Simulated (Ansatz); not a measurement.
# W (fcc type): the cost of one run

Method: DFT LDA, with the methods named in each step, in Ansatz 0.2.0.

1 further run of the same task is left out (set aside as unsound or not needed). Runs told in other sessions of the task aren't counted.

## (1) The system as given

The structure is cubic, space group Fm-3m (No. 225). The conventional cell has a = 3.950 Å, b = 3.950 Å, c = 3.950 Å, α = 90.00°, β = 90.00°, γ = 90.00°. Around W (site symmetry m-3m) lie 12 W at 2.79 Å.

Structure file:

```
W
1.0
     0.00000    1.97515    1.97515
     1.97515    0.00000    1.97515
     1.97515    1.97515    0.00000
W
1
Direct
  0.00000 0.00000 0.00000
```

Whether this phase is the stable one at these pressures isn't tested.

## (2) Cell relaxed at zero pressure, PAW

input.yaml

```yaml
crystal:
  lattice:
    - [0.0, 1.9751508724, 1.9751508724]
    - [1.9751508724, 0.0, 1.9751508724]
    - [1.9751508724, 1.9751508724, 0.0]
  atoms:
    - { symbol: W, position: [0.0, 0.0, 0.0] }
kpoints:
  mp_grid: { grid: [16, 16, 16] }
scf:
  occupations: { method: fermi_dirac, width: 0.08 }
hamiltonian:
  xc: lda
  pseudopotentials: { kind: paw }
output:
  forces: true
  stress: true
relax:
  f_tol: 0.005
  max_steps: 40
  cell: {}
```

Launch:

```sh
> ansatz run input.yaml --threads 1 --pin off --max-ram 2048MiB --backend cpu --events-out ev --progress --plain --runs-dir out
```

What time and memory should one allow on 1 thread of Arm Neoverse V1, shared host?

About 6.6 s, with a peak of 0.29 GiB.
